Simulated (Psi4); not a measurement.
# M06-2X/def2-SVPD run of AlClF2 (SMILES [F][Al]([F])[Cl])

What is the vertical singlet–triplet gap of AlClF2 at M06-2X/def2-SVPD? 

The calculation is run with Psi4 1.11.

1 further run of the same task is left out (set aside as unsound or not needed).

**1. The system as given**

AlClF2 has 4 atoms, charge 0, and is taken as a singlet. As SMILES, `[F][Al]([F])[Cl]`. The shape is that of a PBE0-D4/def2-TZVP optimisation.

Bond lengths: F1–Al2 1.631 Å, Al2–F3 1.631 Å, Al2–Cl4 2.061 Å. Angles: F1–Al2–F3 119.0°, F1–Al2–Cl4 120.5°, F3–Al2–Cl4 120.5°.

**2. Energy and gradient at M06-2X/def2-SVPD**

Input file calc.dat:

```
memory 2200 MB

molecule molecule1 {
  0 1
  F
  Al 1 r2
  F 2 r3 1 a3
  Cl 2 r4 3 a4 1 d4

  r2 = 1.630698
  r3 = 1.630693
  a3 = 118.97296
  r4 = 2.060827
  a4 = 120.5138
  d4 = -179.98463
  symmetry c1
}

set {
  reference            rks
  puream               true
  e_convergence        1e-09
  d_convergence        1e-08
  scf_type             pk
  dft_radial_points    99
  dft_spherical_points 590
}

e, wfn = gradient("m06-2x/def2-SVPD", return_wfn=True)
oeprop(wfn, "LOWDIN_CHARGES", "MULLIKEN_CHARGES", "WIBERG_LOWDIN_INDICES", title="M06-2X")
```

On the command line:

```bash
$ psi4 -i calc.dat -o calc.out -n 1
```

calc.out:

```text
[...]
  Running in c1 symmetry.
[...]
  Nuclear repulsion =  198.347941178733493
[...]
  Multiplicity = 1
[...]
  Nalpha       = 24
  Nbeta        = 24
[...]
    Number of basis functions: 97
[...]
   @RKS iter   1:  -901.95479313514454   -6.14913e-01   6.32971e-03 ADIIS/DIIS
[...]
   @RKS iter  10:  -902.08938326251416   -7.84439e-12   3.89637e-09 DIIS
[...]
    Orbital Energies [Eh]
    ---------------------
    Doubly Occupied:
       1A   -102.664726     2A    -56.956438     3A    -25.255381
       4A    -25.255379     5A     -9.833387     6A     -7.558219
       7A     -7.555291     8A     -7.554729     9A     -4.469752
      10A     -2.977676    11A     -2.974360    12A     -2.974215
      13A     -1.302329    14A     -1.293225    15A     -0.938089
      16A     -0.604367    17A     -0.568746    18A     -0.547851
      19A     -0.543636    20A     -0.528615    21A     -0.522677
      22A     -0.483168    23A     -0.427593    24A     -0.421501
[...]
  @RKS Final Energy:  -902.08938326251416
   => Energetics <=
    Nuclear Repulsion Energy =            198.3479411787334925
    One-Electron Energy =               -1646.1398060233314027
    Two-Electron Energy =                 577.9729643551731897
    DFT Exchange-Correlation Energy =     -32.2704827730894266
    Empirical Dispersion Energy =           0.0000000000000000
    VV10 Nonlocal Energy =                  0.0000000000000000
    Total Energy =                       -902.0893832625141613
[...]
 Multipole Moments:
 ------------------------------------------------------------------------------------
     Multipole            Electronic (a.u.)      Nuclear  (a.u.)        Total (a.u.)
 ------------------------------------------------------------------------------------
 L = 1.  Multiply by 2.5417464519 to convert [e a0] to [Debye]
 Dipole X            :         -0.0005056            0.0001855           -0.0003202
 Dipole Y            :         -0.8603845            1.0258532            0.1654687
 Dipole Z            :         -0.5070605            0.6045964            0.0975359
 Magnitude           :                                                    0.1920762
[...]
  -Total Gradient:
     Atom            X                  Y                   Z
    ------   -----------------  -----------------  -----------------
       1        0.000005892674     0.000172188407     0.012200699511
       2       -0.000013015367    -0.007830106299    -0.004611221884
       3        0.000005892579     0.010759902773    -0.005761213804
       4        0.000003066998    -0.002874047748    -0.001694049084
[...]
  Mulliken Charges: (a.u.)
   Center  Symbol    Alpha    Beta     Spin     Total
       1     F     4.80528  4.80528  0.00000 -0.61056
       2    AL     5.62265  5.62265  0.00000  1.75469
       3     F     4.80528  4.80528  0.00000 -0.61056
       4    CL     8.76679  8.76679  0.00000 -0.53358
   Total alpha = 24.00000, Total beta = 24.00000, Total charge =  0.00000
  Lowdin Charges: (a.u.)
   Center  Symbol    Alpha    Beta     Spin     Total
       1     F     4.71324  4.71324  0.00000 -0.42648
       2    AL     6.07830  6.07830  0.00000  0.84340
[...]
```

Wall time 33 s (1 thread of Intel Xeon Platinum 8259CL at 2.50GHz (Skylake/Cascade Lake), shared host); peak memory 1 GiB.

**3. The triplet**

Input file job.json:

```json
{
 "schema_name": "qcschema_input",
 "schema_version": 1,
 "molecule": {
  "schema_name": "qcschema_molecule",
  "schema_version": 2,
  "symbols": ["F", "Al", "F", "Cl"],
  "geometry": [1.88443489, 1.36392873, 2.17250474, 0.13092023, -0.0959036, 0.10123263, 0.5168212, -3.12526686, -0.3111623, -2.53219521, 1.85724173, -1.96259396],
  "molecular_charge": 0,
  "molecular_multiplicity": 3,
  "fix_symmetry": "c1"
 },
 "driver": "gradient",
 "model": {
  "method": "m06-2x",
  "basis": "def2-SVPD"
 },
 "keywords": {
  "reference": "uks",
  "puream": true,
  "e_convergence": 1e-09,
  "d_convergence": 1e-08,
  "scf_type": "pk",
  "dft_radial_points": 99,
  "dft_spherical_points": 590,
  "maxiter": 100,
  "scf_properties": ["DIPOLE", "WIBERG_LOWDIN_INDICES", "QUADRUPOLE"]
 }
}
```

On the command line:

```bash
$ psi4 --qcschema job.json -n 1 --memory 2200MB
```

stdout, cut to the lines that bear on the results:

```text
[...]
  Running in c1 symmetry.
[...]
  Nuclear repulsion =  198.347935375407332
[...]
  Multiplicity = 3
[...]
  Nalpha       = 25
  Nbeta        = 23
[...]
    Number of basis functions: 97
[...]
   @UKS iter   1:  -901.64003012626301   -3.00150e-01   6.77065e-03 ADIIS/DIIS
[...]
   @UKS iter  14:  -901.81817642827991   -1.94404e-11   6.94038e-09 DIIS
[...]
   @S^2 Observed:                2.004593949E+00
[...]
  @UKS Final Energy:  -901.81817642827991
   => Energetics <=
    Nuclear Repulsion Energy =            198.3479353754073315
    One-Electron Energy =               -1644.6809084698443257
    Two-Electron Energy =                 576.7478749768913531
    DFT Exchange-Correlation Energy =     -32.2330783107343493
    Empirical Dispersion Energy =           0.0000000000000000
    VV10 Nonlocal Energy =                  0.0000000000000000
    Total Energy =                       -901.8181764282799122
[...]
 Multipole Moments:
 ------------------------------------------------------------------------------------
     Multipole            Electronic (a.u.)      Nuclear  (a.u.)        Total (a.u.)
 ------------------------------------------------------------------------------------
 L = 1.  Multiply by 2.5417464519 to convert [e a0] to [Debye]
 Dipole X            :         -0.6242500           -0.8142203           -1.4384703
 Dipole Y            :          0.4573675            0.5972125            1.0545801
 Dipole Z            :         -0.4829466           -0.6311056           -1.1140522
 Magnitude           :                                                    2.1029618
 L = 2.  Multiply by 1.3450342976 to convert [e a0^2] to [Debye ang]
 Quadrupole XX       :       -161.8329818          135.4914554          -26.3415264
 Quadrupole XY       :         64.4671306          -65.5765849           -1.1094543
[...]
  -Total Gradient:
     Atom            X                  Y                   Z
    ------   -----------------  -----------------  -----------------
       1       -0.015331731292    -0.020919605539    -0.020246020975
       2       -0.064461384320     0.047237601416    -0.049890566767
       3        0.000692162650     0.031684630284     0.008855807749
       4        0.079015863899    -0.057941421759     0.061217249503
[...]
```

The result, in JSON:

```text
{
 "driver": "gradient",
 "model": {
  "method": "m06-2x",
  "basis": "def2-SVPD"
 },
 "success": true,
 "return_result": [-0.015331731292167354, -0.020919605538590135, -0.02024602097548473, -0.06446138431999823, 0.04723760141637452, -0.049890566766544575, 0.0006921626498131665, 0.03168463028430169, 0.008855807748605463, 0.07901586389930242, -0.05794142175922809, 0.061217249502801094],
 "properties": {
  "calcinfo_nbasis": 97,
  "calcinfo_nmo": 97,
  "calcinfo_nalpha": 25,
  "calcinfo_nbeta": 23,
  "calcinfo_natom": 4,
  "nuclear_repulsion_energy": 198.34793537540733,
  "return_energy": -901.8181764282799,
  "return_gradient": [-0.015331731292167354, -0.020919605538590135, -0.02024602097548473, -0.06446138431999823, 0.04723760141637452, -0.049890566766544575, 0.0006921626498131665, 0.03168463028430169, 0.008855807748605463, 0.07901586389930242, -0.05794142175922809, 0.061217249502801094],
  "scf_one_electron_energy": -1644.6809084698443,
  "scf_two_electron_energy": 576.7478749768914,
  "scf_xc_energy": -32.23307831073435,
  "scf_dipole_moment": [-1.4384702778948886, 1.0545800681981818, -1.1140521920103197],
  "scf_total_energy": -901.8181764282799,
  "scf_total_gradient": [-0.015331731292167354, -0.020919605538590135, -0.02024602097548473, -0.06446138431999823, 0.04723760141637452, -0.049890566766544575, 0.0006921626498131665, 0.03168463028430169, 0.008855807748605463, 0.07901586389930242, -0.05794142175922809, 0.061217249502801094],
  "scf_iterations": 14
 }
}
```

Run time: 56 s. Hardware: 1 thread of Intel Xeon Platinum 8259CL at 2.50GHz (Skylake/Cascade Lake), shared host; peak memory 1 GiB.

**4. Results**

At M06-2X/def2-SVPD:

| quantity | value |
| --- | --- |
| singlet: total energy | -902.08938 Eh |
| singlet: dipole moment | 0.49 D |
| singlet: HOMO energy | -11.47 eV |
| singlet: LUMO energy | -1.16 eV |
| singlet: HOMO–LUMO gap | 10.31 eV |
| singlet: largest force on an atom | 0.628 eV/Å |
| triplet: total energy | -901.81818 Eh |
| triplet: dipole moment | 5.35 D |
| triplet: HOMO energy (highest over α and β) | -4.45 eV |
| triplet: ⟨S²⟩ | 2.005 |
| triplet: largest force on an atom | 5.941 eV/Å |
| vertical energy of the triplet above the singlet | 7.380 eV |

At this shape the triplet lies 7.38 eV (170 kcal/mol) above the singlet. The largest force (singlet) is 0.63 eV/Å: the shape isn't a stationary point for this species at this level. Mulliken charges (singlet) run from -0.61 on F1 to +1.75 on Al2; in a basis this large or diffuse they mean little.
